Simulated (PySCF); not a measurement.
# CH3Cl2In: electronic structure in real space

Aim: take CH3Cl2In and analyse its density (charges, bond critical points, surface potential), see where an electron leaves and enters and measure its response to a uniform field.

Computed with PySCF 2.14.0. Level: levels as typed in each script, gas phase, geometry from GFN2-xTB.

## (1) The starting structure

SMILES `C[In](Cl)Cl`, 7 atoms, charge 0, spin multiplicity 1.

Bond lengths: C1–In2 2.230 Å, C1–H5 1.087 Å, C1–H6 1.085 Å, C1–H7 1.086 Å, In2–Cl3 2.308 Å, In2–Cl4 2.308 Å. Angles: In2–C1–H5 108.0°, In2–C1–H6 107.9°, In2–C1–H7 108.0°, H5–C1–H6 111.0°, H5–C1–H7 110.4°, H6–C1–H7 111.4°, C1–In2–Cl3 123.4°, C1–In2–Cl4 123.8°, Cl3–In2–Cl4 112.9°.

Geometry (Å):

```
C     0.02010    2.47246   -0.00166
In    0.00066    0.24261    0.00047
Cl    1.91683   -1.04407   -0.00040
Cl   -1.92936   -1.02331   -0.00041
H    -0.29728    2.81207    0.98069
H     1.03283    2.79751   -0.21699
H    -0.67573    2.81324   -0.76280
```

## (2) Density, bond paths and surface potential (PBE/def2-tzvp)

File input.py:

```python
import numpy as np
from pyscf import gto, scf, dft
from pyscf.scf import atom_ks, atom_hf
from scipy.linalg import block_diag

def solve(mol, dm0=None, hcore=None):
    mf = (dft.UKS if mol.spin else dft.RKS)(mol, xc='pbe')
    mf.grids.level = 3
    mf = mf.density_fit(auxbasis='def2-universal-jkfit')
    mf.conv_tol, mf.max_cycle = 1e-8, 80
    if hcore is not None:
        mf.get_hcore = lambda *args: hcore
    mf.kernel(dm0)
    if not mf.converged:
        mf = mf.newton().run(mf.mo_coeff, mf.mo_occ, max_cycle=30)
    assert mf.converged, 'SCF not converged'
    return mf

mol = gto.M(atom='''
C      0.02010     2.47246    -0.00166
In     0.00066     0.24261     0.00047
Cl     1.91683    -1.04407    -0.00040
Cl    -1.92936    -1.02331    -0.00041
H     -0.29728     2.81207     0.98069
H      1.03283     2.79751    -0.21699
H     -0.67573     2.81324    -0.76280
''', basis='def2-tzvp', ecp={'In': 'def2-tzvp'}, charge=0, spin=0, verbose=4)
mf = solve(mol)
mf.analyze()
# spherically averaged free atoms, for the promolecule
atom_ks.AtomSphAverageRKS.init_guess_by_vsap = lambda self, mol=None: self.init_guess_by_minao(mol)  # core potentials
atm = atom_ks.get_atm_nrks(mol, xc='pbe')
pro = block_diag(*[(atm[a[0]][2] * atm[a[0]][3]) @ atm[a[0]][2].T for a in mol._atom])
np.savez('result.npz', e=mf.e_tot, c=mf.mo_coeff, occ=mf.mo_occ, eps=mf.mo_energy, pro=pro, dip=mf.dip_moment(verbose=0), s2=mf.spin_square()[0])
```

Run with:

```sh
$ OMP_NUM_THREADS=1 python input.py
```

## (4) Removing and adding an electron (PBE/def2-tzvp)

Changes to input.py since step 2:

```diff
@@ -28,3 +28,12 @@
 mf = solve(mol)
-mf.analyze()
+out = dict(e0=mf.e_tot, dm0=mf.make_rdm1(), c=mf.mo_coeff, occ=mf.mo_occ, eps=mf.mo_energy)
+for name, dq, spin in [('cation', 1, 1)]:
+    ion = mol.copy().set(charge=mol.charge + dq, spin=spin).build()
+    mi = solve(ion)
+    if spin and dq > 0 and mol.nao < 130:
+        c, _, stable, _ = mi.stability(return_status=True)
+        if not stable:
+            mi = solve(ion, mi.make_rdm1(c, mi.mo_occ))
+    print(name, 'vertical energy change / eV', (mi.e_tot - mf.e_tot) * 27.211386)
+    out.update({'e_' + name: mi.e_tot, 'dm_' + name: mi.make_rdm1(), 's2_' + name: mi.spin_square()[0], 'eps_' + name: mi.mo_energy, 'occ_' + name: mi.mo_occ})
 # spherically averaged free atoms, for the promolecule
@@ -33,2 +42,2 @@
 pro = block_diag(*[(atm[a[0]][2] * atm[a[0]][3]) @ atm[a[0]][2].T for a in mol._atom])
-np.savez('result.npz', e=mf.e_tot, c=mf.mo_coeff, occ=mf.mo_occ, eps=mf.mo_energy, pro=pro, dip=mf.dip_moment(verbose=0), s2=mf.spin_square()[0])
+np.savez('result.npz', pro=pro, **out)
```

## (6) Response to an electric field (PBE/def2-tzvp)

File input.py:

```python
import numpy as np
from pyscf import gto, scf, dft
from pyscf.scf import atom_ks, atom_hf
from scipy.linalg import block_diag

def solve(mol, dm0=None, hcore=None):
    mf = (dft.UKS if mol.spin else dft.RKS)(mol, xc='pbe')
    mf.grids.level = 3
    mf = mf.density_fit(auxbasis='def2-universal-jkfit')
    mf.conv_tol, mf.max_cycle = 1e-8, 80
    if hcore is not None:
        mf.get_hcore = lambda *args: hcore
    mf.kernel(dm0)
    if not mf.converged:
        mf = mf.newton().run(mf.mo_coeff, mf.mo_occ, max_cycle=30)
    assert mf.converged, 'SCF not converged'
    return mf

mol = gto.M(atom='''
C      0.02010     2.47246    -0.00166
In     0.00066     0.24261     0.00047
Cl     1.91683    -1.04407    -0.00040
Cl    -1.92936    -1.02331    -0.00041
H     -0.29728     2.81207     0.98069
H      1.03283     2.79751    -0.21699
H     -0.67573     2.81324    -0.76280
''', basis='def2-tzvp', ecp={'In': 'def2-tzvp'}, charge=0, spin=0, verbose=4)
field = np.array([0.004, 0.0, 0.0])  # atomic units
mol.set_common_orig(mol.atom_charges() @ mol.atom_coords() / mol.atom_charges().sum())
mf = solve(mol)
out = dict(dm0=mf.make_rdm1(), d0=mf.dip_moment(unit='AU'), e0=mf.e_tot)
for name, sign in (('p', 1), ('m', -1)):
    h = mf.get_hcore() + sign * np.einsum('x,xij->ij', field, mol.intor('int1e_r'))
    mi = solve(mol, mf.make_rdm1(), h)
    out.update({'dm' + name: mi.make_rdm1(), 'd' + name: mi.dip_moment(unit='AU'), 'e' + name: mi.e_tot})
# spherically averaged free atoms, for the promolecule
atom_ks.AtomSphAverageRKS.init_guess_by_vsap = lambda self, mol=None: self.init_guess_by_minao(mol)  # core potentials
atm = atom_ks.get_atm_nrks(mol, xc='pbe')
pro = block_diag(*[(atm[a[0]][2] * atm[a[0]][3]) @ atm[a[0]][2].T for a in mol._atom])
np.savez('result.npz', pro=pro, **out)
```

(Steps that only read results are left out.)

What does the calculation give? Wanted: dipole moment; HOMO, LUMO; vertical ionisation energy; polarisability along the field.

The runs gave:

| quantity | value |
| --- | --- |
| dipole moment (PBE/def2-tzvp) | 3.32 D |
| HOMO, LUMO (PBE/def2-tzvp) | -7.19, -2.64 eV |
| vertical ionisation energy (PBE/def2-tzvp) | 9.91 eV |
| polarisability along the field (PBE/def2-tzvp) | 85.0 bohr³ |

At PBE/def2-tzvp: The highest Hirshfeld charge is on In2 (+0.53 e), the lowest on Cl4 (−0.24 e). The ionisation energy from two SCF runs, 9.91 eV, lies 2.7 eV above −ε(HOMO) = 7.19 eV of the same level, PBE/def2-tzvp, since self-interaction lifts this functional's HOMO. All values hold at the given geometry, in the gas phase.
